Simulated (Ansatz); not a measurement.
**GaSi₂ (quartet): from a generated start to a stationary point**

Aim: relax a generated start of GaSi₂ (quartet) and see which bonds hold.

The runs use Ansatz 0.2.0, Gaussian basis; UKS PBE0/def2-TZVP.

**1. Where the work starts**

3 atoms, charge 0, spin multiplicity 4.

Atoms are counted from 1 here; the program's logs count them from 0.

Bond lengths: Ga1–Si2 2.501 Å, Si2–Si3 2.243 Å. Angles: Ga1–Si2–Si3 152.3°.

Geometry (Å):

| atom | x (Å) | y (Å) | z (Å) |
| --- | --- | --- | --- |
| Ga1 | -1.5710 | -0.1281 | -0.0015 |
| Si2 | 0.8643 | 0.4409 | 0.0039 |
| Si3 | 3.0358 | -0.1228 | -0.0002 |

The start was built by rule and, where that kept it together, relaxed with GFN2-xTB. Sticks and bond lists go by distance. No spin-orbit coupling is included. 

**2. The run**

Contents of in.yaml:

```yaml
crystal:
  periodic: [false, false, false]
  atoms:
    - {symbol: Ga, position_ang: [-1.571003, -0.128128, -0.001471]}
    - {symbol: Si, position_ang: [0.864287, 0.440888, 0.003890]}
    - {symbol: Si, position_ang: [3.035771, -0.122807, -0.000239]}
basis:
  gaussian: {orbitals: def2-TZVP}
magnetization: {spin_polarized: true, initial_magnetization: 3}
hamiltonian: {xc: pbe0}
relax: {f_tol: 0.004, max_steps: 80}
```

On the command line:

```bash
> ansatz run in.yaml --threads 1 --pin off --events-out ev --progress --plain --max-ram 2176MiB
```

What does the calculation give? Wanted: energy gained; shift from the start; total energy; dipole moment; ⟨S²⟩.

As calculated:

```
                  quantity           value
                     steps              10
             energy gained        0.067 eV
shift from the start (rms)         0.289 Å
              total energy  -68116.0154 eV
             dipole moment          1.46 D
                      ⟨S²⟩           3.768
```

What this shows: The bonds of the start are those of the end. Si2–Si3 went from 2.243 to 2.337 Å. No vibrations were run, so this is a stationary point, not a proven minimum, and this spin need not be the ground state's.
